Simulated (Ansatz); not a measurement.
# CH₆AlBO: a ladder of functionals and wavefunction methods

One table from this session's results is given with a row withheld; the runs are named, their logs left out.

Computed with Ansatz 0.2.0, Gaussian basis. Level: functionals in def2-TZVPP, the program's frozen cores in correlated methods.

Levels to be run: LDA (SPW92), PBE-D4, revPBE-D4, BLYP-D4, r2SCAN-D4, B97M-V, PBE0-D4, B3LYP-D4, r2SCANh-D4, r2SCAN0-D4, HSE06-D4, BHLYP-D4, CAM-B3LYP-D4, LC-ωPBE, ωB97X-V, ωB97M-V, B2PLYP, PBE-QIDH; CCSD(T)/def2-SVP; CCSD(T)/def2-TZVPP; MP2/def2-QZVPP; extrapolation to the limit; RPA on PBE.

### Structure used throughout

All runs share one geometry, relaxed beforehand with PBE0-D4 in a triple-zeta def2 set.

SMILES `[BH2][AlH][O]C`, 10 atoms, charge 0, spin multiplicity 1.

Atoms are counted from 1 here; the program's logs count them from 0.

Bond lengths: B1–Al2 2.129 Å, B1–H5 1.200 Å, B1–H6 1.200 Å, Al2–O3 1.693 Å, Al2–H7 1.586 Å, O3–C4 1.395 Å, C4–H8 1.095 Å, C4–H9 1.095 Å, C4–H10 1.099 Å. Angles: Al2–B1–H5 122.9°, Al2–B1–H6 122.9°, H5–B1–H6 114.2°, B1–Al2–O3 120.5°, B1–Al2–H7 124.9°, O3–Al2–H7 114.6°, Al2–O3–C4 134.4°, O3–C4–H8 110.2°, O3–C4–H9 110.3°, O3–C4–H10 112.9°, H8–C4–H9 107.8°, H8–C4–H10 107.7°, H9–C4–H10 107.8°.

Geometry (Å):

```xyz
10
charge 0, multiplicity 1
B    -1.7918    0.8895   -0.6606
Al    0.1227    0.2096   -1.2976
O     1.2050   -0.4717   -0.1877
C     1.1630   -0.7325    1.1819
H    -1.9960    2.0151   -0.2976
H    -2.7651    0.1874   -0.6565
H     0.6622    0.2830   -2.7877
H     1.3025   -1.8028    1.3684
H     1.9683   -0.1961    1.6952
H     0.2124   -0.4328    1.6451
```

The first run:

The input, in.yaml:

```yaml
crystal:
  periodic: [false, false, false]
  atoms:
    - {symbol: B, position_ang: [-1.791788, 0.889517, -0.660644]}
    - {symbol: Al, position_ang: [0.122699, 0.209580, -1.297562]}
    - {symbol: O, position_ang: [1.204993, -0.471666, -0.187741]}
    - {symbol: C, position_ang: [1.163015, -0.732546, 1.181948]}
    - {symbol: H, position_ang: [-1.995988, 2.015089, -0.297640]}
    - {symbol: H, position_ang: [-2.765148, 0.187446, -0.656488]}
    - {symbol: H, position_ang: [0.662248, 0.282984, -2.787650]}
    - {symbol: H, position_ang: [1.302503, -1.802797, 1.368407]}
    - {symbol: H, position_ang: [1.968314, -0.196074, 1.695161]}
    - {symbol: H, position_ang: [0.212354, -0.432832, 1.645112]}
basis:
  gaussian: {orbitals: def2-TZVPP}
hamiltonian: {xc: lda}
output: {orbitals: {seedname: orbitals}}
```

Started as:

```console
$ ansatz run in.yaml --threads 2 --pin off --events-out ev --progress --plain --max-ram 4352MiB
```

Among the steps run: LDA; PBE-D4 (GGA); revPBE-D4 (GGA); BLYP-D4 (GGA); r2SCAN-D4 (meta-GGA); B97M-V (meta-GGA); B3LYP-D4 (hybrid); r2SCANh-D4 (hybrid); r2SCAN0-D4 (hybrid); HSE06-D4 (hybrid); BHLYP-D4 (hybrid); CAM-B3LYP-D4 (range-separated); LC-ωPBE (range-separated); ωB97X-V (range-separated); ωB97M-V (range-separated); B2PLYP (double hybrid); PBE-QIDH (double hybrid).

One table of the session follows, with a row left open; its other results are not shown here.

It belongs to the step «Orbital energies across the functionals». 

```
  functional  HOMO (eV)  LUMO (eV)  gap (eV)
 LDA (SPW92)      -6.17      -3.80      2.37
      PBE-D4      -6.09      -3.49      2.59
   revPBE-D4      -6.04      -3.36      2.68
     BLYP-D4      -5.98      -3.29      2.69
   r2SCAN-D4      -6.34      -3.13      3.21
      B97M-V      -6.43      -3.31      3.11
     PBE0-D4      -7.33      -2.47      4.86
    B3LYP-D4      -7.14      -2.65      4.49
  r2SCANh-D4      -6.81      -2.78      4.03
  r2SCAN0-D4      -7.50      -2.27      5.23
    HSE06-D4      -6.93      -2.85      4.08
    BHLYP-D4      -8.49      -1.38      7.11
CAM-B3LYP-D4      -8.69      -1.32      7.37
     LC-ωPBE     -10.01      -0.12      9.90
     ωB97X-V      -9.68      -0.24      9.44
     ωB97M-V          ?          ?         ?
```

Estimate the missing values for ωB97M-V.

The run gave: HOMO (eV): -9.49; LUMO (eV): -0.51; gap (eV): 8.98. In the column «HOMO (eV)» it lies between ωB97X-V (-9.68) and CAM-B3LYP-D4 (-8.69).
